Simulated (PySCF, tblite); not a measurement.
**C5H6F3O3S−: geometry, infrared bands and NMR shifts**

What infrared bands and NMR shifts should C5H6F3O3S− (`C[C@@]1(S(=O)(=O)[O-])C[C@H]1C(F)(F)F`) show?

The runs use tblite 0.8.0 and PySCF 2.14.0, with density-fitted response routines of our own; the level of theory stands in each step. All values are computed, except where a source is named. Atoms are numbered from 0 throughout.

## (1) The molecule as given

18 atoms, charge -1, multiplicity 1; geometry from: force field or distance geometry start.

Bonds of the start (Å): C0–C1 1.52, C1–S2 1.75, S2–O3 1.52, S2–O4 1.50, S2–O5 1.69, C1–C6 1.51, C6–C7 1.52, C7–C8 1.50, C8–F9 1.38, C8–F10 1.38, C8–F11 1.36, C7–C1 1.51, C0–H12 1.13, C0–H13 1.11, C0–H14 1.08, C6–H15 1.10, C6–H16 1.11, C7–H17 1.11.

## (2) Optimising the geometry with GFN2-xTB

What the job is given:

```
{"job": {"kind": "relax", "xc": "GFN2-xTB", "basis": "xTB"}, "charge": -1, "multiplicity": 1}
C     -0.353200     0.910000    -1.171000
C     -0.488700    -0.017300     0.029900
S     -2.044900     0.077800     0.823100
O     -3.126800    -0.183600    -0.208600
O     -2.202500    -0.916900     1.939100
O     -2.330100     1.656900     1.360700
C      0.141700    -1.368100    -0.235400
C      0.758900    -0.425800     0.784500
C      2.089400     0.178100     0.426900
F      3.131300    -0.294100     1.198700
F      1.951800     1.527800     0.690800
F      2.414700     0.019900    -0.881200
H     -1.379800     0.958100    -1.631300
H     -0.066500     1.898000    -0.742300
H      0.346300     0.530700    -1.900100
H      0.741900    -1.448000    -1.153300
H     -0.296100    -2.290700     0.202900
H      0.703800    -0.806600     1.830400
```

Launch:

```console
OMP_NUM_THREADS=1 python probes_run.py task.json out
```

The driver reads the jobs from task.json and runs them one after another.

**Question.** This job is followed by: GFN2-xTB harmonic vibrations, gas phase; GIAO PBE0/pcSseg-1 NMR shielding, non-relativistic, gas phase. Predict these results of the whole session: strongest single infrared mode (GFN2-xTB); zero-point energy (GFN2-xTB); ¹³C shifts against TMS (PBE0/pcSseg-1); ¹H shifts against TMS (PBE0/pcSseg-1, means over atoms taken as alike); ³³S shifts against CS2 (PBE0/pcSseg-1); ¹⁷O shifts against H2O (PBE0/pcSseg-1); ¹⁹F shifts against CFCl3 (PBE0/pcSseg-1, means over atoms taken as alike).

**Answer**, as computed:

| quantity | value |
| --- | --- |
| strongest single infrared mode (GFN2-xTB) | 1156 cm⁻¹, 536 km/mol |
| zero-point energy (GFN2-xTB) | 71.0 kcal/mol |
| ¹³C shifts against TMS (PBE0/pcSseg-1) | 139.3, 42.5, 23.7, 17.0, 13.4 ppm |
| ¹H shifts against TMS (PBE0/pcSseg-1, means over atoms taken as alike) | 2.18, 1.62, 1.46, 0.34 ppm |
| ³³S shifts against CS2 (PBE0/pcSseg-1) | 316 ppm |
| ¹⁷O shifts against H2O (PBE0/pcSseg-1) | 206.7, 196.9, 185.8 ppm |
| ¹⁹F shifts against CFCl3 (PBE0/pcSseg-1, means over atoms taken as alike) | -76.9 ppm |

What this shows: The optimisation took 74 steps and gained 1.972 eV; among the close pairs (by a distance rule), S2–O5 changed most, from 1.692 to 1.456 Å. No mode is imaginary among the 48: a minimum at this level. The strongest single mode, at 1156 cm⁻¹, moves mainly S2 and O4. GFN2-xTB is a fitted tight-binding method: band positions and strengths are rough. Its intensities can rank the bands wrongly. At PBE0/pcSseg-1: Shielding is most anisotropic at S2 (span 208 ppm, paramagnetic term -863 ppm).
